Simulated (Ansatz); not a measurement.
**Cl− with CH₃F: superposition error and deformation, part 1 of 2**

Aim: split the binding of a pair into the counterpoise interaction, the basis-set superposition error and the cost of deforming the fragments.

Method: PBE0-D4 structures, single points in def2-TZVPPD; program: Ansatz 0.2.0, Gaussian basis.

Levels: PBE-D4, revPBE-D4, BLYP-D4, r2SCAN-D4, B97M-V, PBE0-D4, B3LYP-D4, HSE06-D4, wB97X-V, wB97M-V, B2PLYP, Hartree-Fock, MP2, CCSD, CCSD(T).

Correlated methods freeze the cores. B3LYP uses VWN-RPA correlation. B2PLYP carries no dispersion term here.

129 further runs of the same task are left out: 129 set aside as unsound or not needed.

## 1. Where the work starts

The relaxed pair: 6 atoms, charge -1, spin multiplicity 1.

Atoms are counted from 1 here; the program's logs count them from 0.

Bond lengths: C2–F3 1.408 Å, C2–H4 1.088 Å, C2–H5 1.088 Å, C2–H6 1.088 Å. Angles: F3–C2–H4 109.3°, F3–C2–H5 109.3°, F3–C2–H6 109.3°, H4–C2–H5 109.7°, H4–C2–H6 109.7°, H5–C2–H6 109.7°.

Coordinates:

```xyz
6
CH3ClF
Cl    0.2203    0.1515   -2.7176
C    -0.0387   -0.0265    0.4776
F    -0.1525   -0.1075    1.8786
H     0.9891    0.2145    0.2144
H    -0.7037    0.7513    0.1080
H    -0.3145   -0.9832    0.0391
```

Atoms 1 to 1 are fragment A (Cl−), the rest fragment B (CH₃F). From earlier runs, pair energy (eV) and counterpoise interaction (meV):

| method | E(pair) | interaction |
| --- | --- | --- |
| PBE-D4 | -16320.29369 | -414 |
| revPBE-D4 | -16326.21297 | -404 |
| BLYP-D4 | -16328.85299 | -395 |
| r2SCAN-D4 | -16326.81473 | -417 |
| B97M-V | -16325.25631 | -412 |
| PBE0-D4 | -16321.42676 | -419 |
| B3LYP-D4 | -16330.35293 | -410 |
| HSE06-D4 | -16321.02686 | -418 |
| wB97X-V | -16326.40032 | -415 |
| wB97M-V | -16327.48956 | -416 |
| B2PLYP | -16323.56265 | -373 |
| Hartree-Fock | -16290.88273 | -336 |
| MP2 | -16308.37712 | -396 |
| CCSD(T) | -16309.86506 | -394 |

First each fragment is run alone in its own basis, frozen in the shape it has in the pair (a, b).

## 2. wB97X-V/def2-TZVPPD

Contents of a/in.yaml:

```yaml
crystal:
  periodic: [false, false, false]
  atoms:
    - {symbol: Cl, position_ang: [0.220270, 0.151508, -2.717629]}
basis:
  gaussian: {orbitals: "def2-TZVPPD.json"}
total_charge: -1
hamiltonian: {xc: {name: wB97X-V}}
```

Contents of b/in.yaml:

```yaml
crystal:
  periodic: [false, false, false]
  atoms:
    - {symbol: C, position_ang: [-0.038677, -0.026487, 0.477601]}
    - {symbol: F, position_ang: [-0.152520, -0.107459, 1.878604]}
    - {symbol: H, position_ang: [0.989144, 0.214505, 0.214446]}
    - {symbol: H, position_ang: [-0.703665, 0.751275, 0.107965]}
    - {symbol: H, position_ang: [-0.314452, -0.983242, 0.039112]}
basis:
  gaussian: {orbitals: "def2-TZVPPD.json"}
hamiltonian: {xc: {name: wB97X-V}}
```

The basis file named in the input lies beside it (Basis Set Exchange, JSON).

One command serves all of them, each in its own folder.

Launch:

```console
$ ansatz run in.yaml --threads 2 --pin off --events-out ev --progress --plain --max-ram 5222MiB
```

a printed:

```text
Functional definition: wB97X-V
  name "wB97X-V"
  cite "Mardirossian & Head-Gordon, Phys. Chem. Chem. Phys. 16, 9904 (2014) doi:10.1039/C3CP54374A"
  cite "Becke, J. Chem. Phys. 107, 8554 (1997) doi:10.1063/1.475007"
  cite "Vydrov & Van Voorhis, J. Chem. Phys. 133, 244103 (2010) doi:10.1063/1.3521275"
  parameter omega = 0.3/bohr
  parameter cx = 0.167
  parameter cx1 = 0.603
  parameter cx2 = 1.194
  parameter css0 = 0.556
  parameter css1 = -0.257
  parameter cos0 = 1.219
  parameter cos1 = -1.850
  parameter b = 6.0
  parameter c = 0.01
  exchange = spin_sum(e_x_unif_sr(omega)*poly(b97_u_x, 1 - cx, cx1, cx2)) + cx*exact_x_sr(omega) + exact_x_lr(omega)
  correlation = spin_sum(e_c_pw_same_spin*poly(b97_u_same, css0, css1))
      + integral(e_c_pw_opposite_spin*poly(b97_u_opposite, cos0, cos1)) + vv10(b, c)
327 factors; their error is unknown
60 factors; integrals over basis functions are off by at most 9.2e-5 eV
mean field evaluation 1: about -12522.3621 eV, gradient 1.9e1 eV
mean field evaluation 2: about -12522.7269 eV, gradient 1.4e1 eV
mean field evaluation 4: about -12523.0001 eV, gradient 4.6e-2 eV
mean field evaluation 8: about -12523.0240 eV, gradient 8.1e-4 eV
mean field -12523.02401890 eV, -460.2126442842 hartree, gradient 8.1e-6 eV, S^2 0.000000; 0 other end points of the search recorded, 0 dependent functions left out
reference -12523.02401757 eV, -460.2126442353 hartree; 9, 9 occupied and 42, 42 virtual orbitals, 327 factors
Total energy: -12523.02401757 eV, -460.2126442353 hartree
```

Log of b (excerpt; [...] marks lines left out):

```text
[... 5 set-up lines as earlier in the session ...]
[...]
      + integral(e_c_pw_opposite_spin*poly(b97_u_opposite, cos0, cos1)) + vv10(b, c)
548 factors; their error is unknown
177 factors; integrals over basis functions are off by at most 2.4e-5 eV
[...]
mean field -3802.95751492 eV, -139.7561109362 hartree, gradient 1.2e-5 eV, S^2 0.000000; 0 other end points of the search recorded, 0 dependent functions left out
reference -3802.95751306 eV, -139.7561108677 hartree; 9, 9 occupied and 119, 119 virtual orbitals, 548 factors
Total energy: -3802.95751306 eV, -139.7561108677 hartree
```

They took 0.35 s (a), 1.6 s (b) on 2 threads of Intel Xeon Platinum 8488C, shared host.

## 3. wB97M-V/def2-TZVPPD

The same edit goes into each in.yaml of step 2 (a, b):

```diff
-hamiltonian: {xc: {name: wB97X-V}}
+hamiltonian: {xc: {name: wB97M-V}}
```

One command serves all of them, each in its own folder.

Launch:

```console
$ ansatz run in.yaml --threads 2 --pin off --events-out ev --progress --plain --max-ram 5222MiB
```

Log of a (excerpt; [...] marks lines left out):

```text
Functional definition: wB97M-V
  name "wB97M-V"
  cite "Mardirossian & Head-Gordon, J. Chem. Phys. 144, 214110 (2016) doi:10.1063/1.4952647"
[... 2 set-up lines as earlier in the session ...]
  # Of w^i u^j: cxij and so on, Table III.
[...]
  gx(w, u) = 1 - cx + cx01*u + cx10*w
  gss(w, u) = css00 + css04*u^4 + css10*w + css20*w^2 + css43*w^4*u^3
  gos(w, u) = cos00 + cos10*w + (cos20 + cos21*u)*w^2 + (cos60 + cos61*u)*w^6
[...]
      + integral(e_c_pw_mod_opposite_spin*gos(b97_w_opposite, b97_u_opposite)) + vv10(b, c)
327 factors; their error is unknown
60 factors; integrals over basis functions are off by at most 9.2e-5 eV
[...]
mean field -12524.30685360 eV, -460.2597875899 hartree, gradient 4.6e-5 eV, S^2 0.000000; 0 other end points of the search recorded, 0 dependent functions left out
reference -12524.30688670 eV, -460.2597888060 hartree; 9, 9 occupied and 42, 42 virtual orbitals, 327 factors
Total energy: -12524.30688670 eV, -460.2597888060 hartree
```

Log of b (excerpt; [...] marks lines left out):

```text
[... 5 set-up lines as earlier in the session ...]
  # Of w^i u^j: cxij and so on, Table III.
[...]
  gx(w, u) = 1 - cx + cx01*u + cx10*w
  gss(w, u) = css00 + css04*u^4 + css10*w + css20*w^2 + css43*w^4*u^3
  gos(w, u) = cos00 + cos10*w + (cos20 + cos21*u)*w^2 + (cos60 + cos61*u)*w^6
[...]
      + integral(e_c_pw_mod_opposite_spin*gos(b97_w_opposite, b97_u_opposite)) + vv10(b, c)
548 factors; their error is unknown
177 factors; integrals over basis functions are off by at most 2.4e-5 eV
[...]
mean field -3802.76385276 eV, -139.7489939829 hartree, gradient 1.2e-5 eV, S^2 0.000000; 0 other end points of the search recorded, 0 dependent functions left out
reference -3802.76389928 eV, -139.7489956925 hartree; 9, 9 occupied and 119, 119 virtual orbitals, 548 factors
Total energy: -3802.76389928 eV, -139.7489956925 hartree
```

They took 0.4 s (a), 1.6 s (b) on 2 threads of Intel Xeon Platinum 8488C, shared host.

## 4. B2PLYP/def2-TZVPPD

The same edit goes into each in.yaml of step 3 (a, b):

```diff
-hamiltonian: {xc: {name: wB97M-V}}
+hamiltonian: {xc: {name: B2PLYP}}
```

The same command starts each run, in its folder.

Launch:

```console
$ ansatz run in.yaml --threads 2 --pin off --events-out ev --progress --plain --max-ram 5222MiB
```

Log of a (excerpt; [...] marks lines left out):

```text
Functional definition: B2PLYP
  name "B2PLYP"
  cite "Grimme, J. Chem. Phys. 124, 034108 (2006) doi:10.1063/1.2148954"
  cite "Becke, Phys. Rev. A 38, 3098 (1988) doi:10.1103/PhysRevA.38.3098"
  cite "Lee, Yang & Parr, Phys. Rev. B 37, 785 (1988) doi:10.1103/PhysRevB.37.785"
[...]
293 factors; integrals over basis functions are off by at most 1.6e-4 eV
[...]
mean field -12519.61027230 eV, -460.0871914103 hartree, gradient 5.8e-6 eV, S^2 0.000000; 0 other end points of the search recorded, 0 dependent functions left out
5 core orbitals not correlated: weight in the atoms' cores, before any rotation towards them, 1.000 or more for the frozen orbitals, at most 0.000 for the correlated occupied ones
reference -12519.61036088 eV, -460.0871946657 hartree; 4, 4 occupied and 42, 42 virtual orbitals, 293 factors
second order -6.74510282 eV of doubles, -0.00000000 eV of singles
Total energy: -12521.43153864 eV, -460.1541217140 hartree
```

Output in b (excerpt; [...] marks lines left out):

```text
[... 5 set-up lines as earlier in the session ...]
[...]
753 factors; integrals over basis functions are off by at most 9.5e-4 eV
[...]
mean field -3797.93782136 eV, -139.5716406003 hartree, gradient 3.9e-6 eV, S^2 0.000000; 0 other end points of the search recorded, 0 dependent functions left out
2 core orbitals not correlated: weight in the atoms' cores, before any rotation towards them, 1.000 or more for the frozen orbitals, at most 0.000 for the correlated occupied ones
reference -3797.93794703 eV, -139.5716452187 hartree; 7, 7 occupied and 119, 119 virtual orbitals, 753 factors
second order -14.10963267 eV of doubles, -0.00000000 eV of singles
Total energy: -3801.74754786 eV, -139.7116454666 hartree
```

Times: 0.25 s (a), 1.1 s (b) on 2 threads of Intel Xeon Platinum 8488C, shared host.

## 5. B97M-V/def2-TZVPPD

Each input of step 4 (a, b) changes in the same lines:

```diff
-hamiltonian: {xc: {name: B2PLYP}}
+hamiltonian: {xc: {name: B97M-V}}
```

The same command starts each run, in its folder.

Launch:

```console
$ ansatz run in.yaml --threads 2 --pin off --events-out ev --progress --plain --max-ram 5222MiB
```

Log of a (excerpt; [...] marks lines left out):

```text
Functional definition: B97M-V
  name "B97M-V"
  cite "Mardirossian & Head-Gordon, J. Chem. Phys. 142, 074111 (2015) doi:10.1063/1.4907719"
[... 2 set-up lines as earlier in the session ...]
  # Of w^i u^j: cxij and so on, Table III.
[...]
  gx(w, u) = cx00 + cx01*u + cx02*u^2 + (cx10 + cx11*u)*w
  gss(w, u) = css00 + css02*u^2 + css10*w + (css32*w^3 + css42*w^4)*u^2
  gos(w, u) = cos00 + cos01*u + cos03*u^3 + cos10*w + cos32*w^3*u^2
[...]
      + integral(e_c_pw_mod_opposite_spin*gos(b97_w_opposite, b97_u_opposite)) + vv10(b, c)
324 factors; their error is unknown
[...]
mean field -12521.66207109 eV, -460.1625936250 hartree, gradient 8.4e-5 eV, S^2 0.000000; 0 other end points of the search recorded, 0 dependent functions left out
reference -12521.66210999 eV, -460.1625950546 hartree; 9, 9 occupied and 42, 42 virtual orbitals, 324 factors
Total energy: -12521.66210999 eV, -460.1625950546 hartree
```

Log of b (excerpt; [...] marks lines left out):

```text
[... 5 set-up lines as earlier in the session ...]
  # Of w^i u^j: cxij and so on, Table III.
[...]
  gx(w, u) = cx00 + cx01*u + cx02*u^2 + (cx10 + cx11*u)*w
  gss(w, u) = css00 + css02*u^2 + css10*w + (css32*w^3 + css42*w^4)*u^2
  gos(w, u) = cos00 + cos01*u + cos03*u^3 + cos10*w + cos32*w^3*u^2
[...]
      + integral(e_c_pw_mod_opposite_spin*gos(b97_w_opposite, b97_u_opposite)) + vv10(b, c)
548 factors; their error is unknown
[...]
mean field -3803.17871943 eV, -139.7642400520 hartree, gradient 2.4e-5 eV, S^2 0.000000; 0 other end points of the search recorded, 0 dependent functions left out
reference -3803.17877470 eV, -139.7642420830 hartree; 9, 9 occupied and 119, 119 virtual orbitals, 548 factors
Total energy: -3803.17877470 eV, -139.7642420830 hartree
```

They took 0.3 s (a), 1.7 s (b) on 2 threads of Intel Xeon Platinum 8488C, shared host.

## 6. CCSD(T)/def2-TZVPPD

Each input of step 5 (a, b) changes in the same lines:

```diff
-hamiltonian: {xc: {name: B97M-V}}
+correlation: {method: ccsd_t}
```

Each run has its own folder and the same command.

Launch:

```console
$ ansatz run in.yaml --threads 2 --pin off --events-out ev --progress --plain --max-ram 5222MiB
```

Output in a (excerpt; [...] marks lines left out):

```text
Functional definition: HF
  name "HF"
  cite "Fock, Z. Phys. 61, 126 (1930) doi:10.1007/BF01340294"
  parent pbe
[...]
293 factors; integrals over basis functions are off by at most 1.6e-4 eV
[...]
mean field -12505.39286953 eV, -459.5647114954 hartree, gradient 8.0e-6 eV, S^2 0.000000; 0 other end points of the search recorded, 0 dependent functions left out
5 core orbitals not correlated: weight in the atoms' cores, before any rotation towards them, 1.000 or more for the frozen orbitals, at most 0.000 for the correlated occupied ones
reference -12505.39286953 eV, -459.5647114954 hartree; 4, 4 occupied and 42, 42 virtual orbitals, 293 factors
second order -5.54525689 eV of doubles, -0.00000000 eV of singles
cycle   1  -5.85548271 eV  change   -3.1e-1 eV  update   4.0e-2
[...]
cycle   8  -5.97235897 eV  change   -1.2e-6 eV  update   3.9e-6
perturbative correction -0.24425678 eV, -0.0089762710 hartree
Total energy: -12511.60948527 eV, -459.7931679102 hartree
```

Output in b (excerpt; [...] marks lines left out):

```text
[... 4 set-up lines as earlier in the session ...]
[...]
753 factors; integrals over basis functions are off by at most 9.5e-4 eV
[...]
mean field -3785.15180480 eV, -139.1017631582 hartree, gradient 1.3e-6 eV, S^2 0.000000; 0 other end points of the search recorded, 0 dependent functions left out
2 core orbitals not correlated: weight in the atoms' cores, before any rotation towards them, 1.000 or more for the frozen orbitals, at most 0.000 for the correlated occupied ones
reference -3785.15180480 eV, -139.1017631582 hartree; 7, 7 occupied and 119, 119 virtual orbitals, 753 factors
second order -11.86454476 eV of doubles, -0.00000000 eV of singles
cycle   1  -11.99430000 eV  change   -1.3e-1 eV  update   6.8e-2
[...]
cycle   9  -12.30810522 eV  change   -2.0e-6 eV  update   5.6e-6
perturbative correction -0.37252355 eV, -0.0136899880 hartree
Total energy: -3797.83243357 eV, -139.5677676703 hartree
```

Times: 0.25 s (a), 3.8 s (b) on 2 threads of Intel Xeon Platinum 8488C, shared host; peak memory 0.65 GiB.

## 7. Relaxing CH₃F alone

Contents of relax-b/in.yaml:

```yaml
crystal:
  periodic: [false, false, false]
  atoms:
    - {symbol: C, position_ang: [-0.038677, -0.026487, 0.477601]}
    - {symbol: F, position_ang: [-0.152520, -0.107459, 1.878604]}
    - {symbol: H, position_ang: [0.989144, 0.214505, 0.214446]}
    - {symbol: H, position_ang: [-0.703665, 0.751275, 0.107965]}
    - {symbol: H, position_ang: [-0.314452, -0.983242, 0.039112]}
basis:
  gaussian: {orbitals: def2-TZVP}
hamiltonian: {xc: pbe0, dispersion: d4}
relax: {f_tol: 0.005, max_steps: 200}
```

Launch:

```console
$ ansatz run in.yaml --threads 2 --pin off --events-out ev --progress --plain --max-ram 5222MiB
```

What it wrote (excerpt; [...] marks lines left out):

```text
Functional definition: PBE0
  name "PBE0"
  cite "Adamo & Barone, J. Chem. Phys. 110, 6158 (1999) doi:10.1063/1.478522"
  cite "Perdew, Burke & Ernzerhof, Phys. Rev. Lett. 77, 3865 (1996) doi:10.1103/PhysRevLett.77.3865"
[... 1 set-up line as earlier in the session ...]
[...]
468 factors; their error is unknown
[...]
mean field -3800.15455386 eV, -139.6531040169 hartree, gradient 4.9e-6 eV, S^2 0.000000; 0 other end points of the search recorded, 0 dependent functions left out
[...]
reference -3800.15457228 eV, -139.6531046942 hartree; 9, 9 occupied and 71, 71 virtual orbitals, 468 factors
relax step   1: F+E_penalty+E_count = -3800.17761282 eV  Δ(F+E_penalty+E_count) = +0.000e0 eV  max|allowed force component| = 1.091e0 eV/Å  Δτ_max = 0.0000 Å  (23 SCF iters, accepted)
[...]
468 factors; their error is unknown
mean field -3800.17369466 eV, -139.6538074285 hartree, gradient 1.5e-5 eV, S^2 0.000000; 1 other end points of the search recorded, 0 dependent functions left out
[...]
reference -3800.17371340 eV, -139.6538081174 hartree; 9, 9 occupied and 71, 71 virtual orbitals, 468 factors
Total energy: -3800.19678269 eV, -139.6546558981 hartree
Atom 0 at    -0.039105    -0.026772     0.482895 Å, force    -0.000000    -0.000001    -0.000007 eV/Å
Atom 1 at    -0.150398    -0.106013     1.852407 Å, force    -0.000011    -0.000005     0.000139 eV/Å
Atom 2 at     0.993642     0.215270     0.221869 Å, force    -0.000615    -0.000131    -0.000101 eV/Å
Atom 3 at    -0.707719     0.754741     0.114822 Å, force     0.000435    -0.000465    -0.000034 eV/Å
Atom 4 at    -0.316590    -0.988634     0.045735 Å, force     0.000191     0.000603     0.000003 eV/Å
Dipole moment:     0.030208     0.021509    -0.371742 e Å
```

Wall time 2.1 s (2 threads of Intel Xeon Platinum 8488C, shared host).

Along the way:

| step | energy from step 1 (eV) | largest force component (eV/Å) |
| --- | --- | --- |
| 1 | 0.0000 | 1.0907 |
| 2 | -0.0157 | 0.5145 |
| 3 | -0.0191 | 0.0323 |
| 4 | -0.0192 | 0.0006 |

Close pairs (by a distance rule), those that changed most:

| bond | before (Å) | after (Å) | change (Å) |
| --- | --- | --- | --- |
| C1–F2 | 1.408 | 1.376 | -0.032 |
| C1–H5 | 1.088 | 1.092 | +0.004 |
| C1–H3 | 1.088 | 1.092 | +0.004 |
| C1–H4 | 1.088 | 1.092 | +0.004 |

## 8. PBE-D4/def2-TZVPPD

Contents of free-b/in.yaml:

```yaml
crystal:
  periodic: [false, false, false]
  atoms:
    - {symbol: C, position_ang: [-0.039105, -0.026772, 0.482895]}
    - {symbol: F, position_ang: [-0.150398, -0.106013, 1.852407]}
    - {symbol: H, position_ang: [0.993642, 0.215270, 0.221869]}
    - {symbol: H, position_ang: [-0.707719, 0.754741, 0.114822]}
    - {symbol: H, position_ang: [-0.316590, -0.988634, 0.045735]}
basis:
  gaussian: {orbitals: "def2-TZVPPD.json"}
hamiltonian: {xc: pbe, dispersion: d4}
```

Launch:

```console
$ ansatz run in.yaml --threads 2 --pin off --events-out ev --progress --plain --max-ram 5222MiB
```

What it wrote:

```text
Functional definition: PBE
  name "PBE"
[... 2 set-up lines as earlier in the session ...]
  parameter kappa = 0.804
  parameter beta = 0.06672455060314922
  exchange = pbe_x(kappa = kappa, mu = beta*pi^2/3)
  correlation = pbe_c(beta = beta)
548 factors; their error is unknown
mean field evaluation 1: about -3796.2155 eV, gradient 4.2e1 eV
mean field evaluation 2: about -3793.1195 eV, gradient 5.4e1 eV
mean field evaluation 4: about -3800.0531 eV, gradient 3.8e0 eV
mean field evaluation 8: about -3800.0564 eV, gradient 4.3e-2 eV
mean field -3800.05644166 eV, -139.6494984601 hartree, gradient 4.3e-5 eV, S^2 0.000000; 0 other end points of the search recorded, 0 dependent functions left out
reference -3800.05648264 eV, -139.6494999663 hartree; 9, 9 occupied and 119, 119 virtual orbitals, 548 factors
Total energy: -3800.08510727 eV, -139.6505519021 hartree
```

It took 0.55 s on 2 threads of Intel Xeon Platinum 8488C, shared host.

## 9. r2SCAN-D4/def2-TZVPPD

free-b/in.yaml, as its differences from that of step 8:

```diff
@@ -10,2 +10,2 @@
   gaussian: {orbitals: "def2-TZVPPD.json"}
-hamiltonian: {xc: pbe, dispersion: d4}
+hamiltonian: {xc: r2scan, dispersion: d4}
```

Launch:

```console
$ ansatz run in.yaml --threads 2 --pin off --events-out ev --progress --plain --max-ram 5222MiB
```

What it wrote:

```text
Functional definition: r2SCAN
  name "r2SCAN"
  cite "Furness, Kaplan, Ning, Perdew & Sun, J. Phys. Chem. Lett. 11, 8208 (2020) doi:10.1021/acs.jpclett.0c02405"
  cite "Furness, Kaplan, Ning, Perdew & Sun, J. Phys. Chem. Lett. 11, 9248 (2020) doi:10.1021/acs.jpclett.0c03077"
  parent r2scan
  parameter k0 = 0.174
  parameter k1 = 0.065
  parameter a1 = 4.9479
  exchange = r2scan_x(k0 = k0, k1 = k1, a1 = a1)
  correlation = r2scan_c
548 factors; their error is unknown
mean field evaluation 1: about -3799.3808 eV, gradient 3.7e1 eV
mean field evaluation 2: about -3798.5179 eV, gradient 4.2e1 eV
mean field evaluation 4: about -3802.3492 eV, gradient 2.4e0 eV
mean field evaluation 8: about -3802.3421 eV, gradient 4.8e-2 eV
mean field -3802.34208180 eV, -139.7334941861 hartree, gradient 3.8e-5 eV, S^2 0.000000; 0 other end points of the search recorded, 0 dependent functions left out
reference -3802.34209454 eV, -139.7334946541 hartree; 9, 9 occupied and 119, 119 virtual orbitals, 548 factors
Total energy: -3802.34884181 eV, -139.7337426120 hartree
```

It took 0.9 s on 2 threads of Intel Xeon Platinum 8488C, shared host.

## 10. PBE0-D4/def2-TZVPPD

free-b/in.yaml, as its differences from that of step 9:

```diff
@@ -10,2 +10,3 @@
   gaussian: {orbitals: "def2-TZVPPD.json"}
-hamiltonian: {xc: r2scan, dispersion: d4}
+hamiltonian: {xc: pbe0, dispersion: d4}
+output: {orbitals: {seedname: orbitals}}
```

Launch:

```console
$ ansatz run in.yaml --threads 2 --pin off --events-out ev --progress --plain --max-ram 5222MiB
```

What it wrote (excerpt; [...] marks lines left out):

```text
[... 5 set-up lines as earlier in the session ...]
  parameter a = 0.25
[... 2 set-up lines as earlier in the session ...]
  exchange = (1 - a)*pbe_x(kappa = kappa, mu = beta*pi^2/3) + a*exact_x
[... 1 set-up line as earlier in the session ...]
548 factors; their error is unknown
mean field evaluation 1: about -3798.2385 eV, gradient 3.1e1 eV
mean field evaluation 2: about -3798.2904 eV, gradient 3.2e1 eV
mean field evaluation 4: about -3800.2411 eV, gradient 1.7e0 eV
mean field evaluation 8: about -3800.2453 eV, gradient 1.1e-2 eV
mean field evaluation 16: about -3800.2424 eV, gradient 6.0e-5 eV
mean field -3800.24244969 eV, -139.6563341291 hartree, gradient 6.0e-5 eV, S^2 0.000000; 0 other end points of the search recorded, 0 dependent functions left out
reference -3800.24247876 eV, -139.6563351975 hartree; 9, 9 occupied and 119, 119 virtual orbitals, 548 factors
Total energy: -3800.26554805 eV, -139.6571829782 hartree
```

Wall time 0.65 s (2 threads of Intel Xeon Platinum 8488C, shared host).

## 11. B3LYP-D4/def2-TZVPPD

free-b/in.yaml, as its differences from that of step 10:

```diff
@@ -10,3 +10,2 @@
   gaussian: {orbitals: "def2-TZVPPD.json"}
-hamiltonian: {xc: pbe0, dispersion: d4}
-output: {orbitals: {seedname: orbitals}}
+hamiltonian: {xc: {name: B3LYP}, dispersion: d4}
```

Launch:

```console
$ ansatz run in.yaml --threads 2 --pin off --events-out ev --progress --plain --max-ram 5222MiB
```

What it wrote (excerpt; [...] marks lines left out):

```text
Functional definition: B3LYP
  name "B3LYP"
  cite "Stephens, Devlin, Chabalowski & Frisch, J. Phys. Chem. 98, 11623 (1994) doi:10.1021/j100096a001"
[... 2 set-up lines as earlier in the session ...]
  cite "Vosko, Wilk & Nusair, Can. J. Phys. 58, 1200 (1980) doi:10.1139/p80-159"
[...]
548 factors; their error is unknown
[...]
mean field -3804.41691093 eV, -139.8097427502 hartree, gradient 6.6e-5 eV, S^2 0.000000; 0 other end points of the search recorded, 0 dependent functions left out
reference -3804.41712370 eV, -139.8097505695 hartree; 9, 9 occupied and 119, 119 virtual orbitals, 548 factors
Total energy: -3804.46285819 eV, -139.8114312810 hartree
```

It took 0.75 s on 2 threads of Intel Xeon Platinum 8488C, shared host.

(Continued in part 2 of 2.)
